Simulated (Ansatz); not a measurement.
A run of Ansatz 0.2.0 is set up as follows.

Contents of input.yaml:

```yaml
crystal:
  lattice:
    - [2.10927087, 1.2177881, 3.50048748]
    - [-2.10927087, 1.2177881, 3.50048748]
    - [0.0, -2.43557621, 3.50048748]
  atoms:
    - { symbol: Bi, position: [0.0, 0.0, 0.0] }
    - { symbol: S, position: [0.5, 0.5, 0.5] }
hamiltonian:
  xc: pbe
  pseudopotentials: { kind: paw }
kpoints:
  mp_grid: { grid: [8, 8, 8] }
scf:
  occupations: { method: fermi_dirac, width: 0.05 }
output:
  forces: true
  stress: true
  eigenvalues: true
relax:
  f_tol: 0.01
  max_steps: 40
  cell: { stress_tol: 0.05 }
```

Potentials or basis: Ansatz PAW.

Run with:

```bash
$ ansatz run input.yaml --threads 2 --pin off --max-ram 5632MiB --backend cpu --events-out ev --progress --plain --runs-dir out
```

(1) Predict the band gap on the k mesh.

(2) Estimate the relaxed cell.

(3) Estimate the relaxed volume.

Results:

(1) none (metal or under the smearing width).

(2) a = 4.546 Å, b = 4.546 Å, c = 4.546 Å, α = 49.85°, β = 49.85°, γ = 49.85°.

(3) 25.24 Å³/atom.

Caveat: spin-orbit coupling is left out, which moves the levels of the heavy elements.
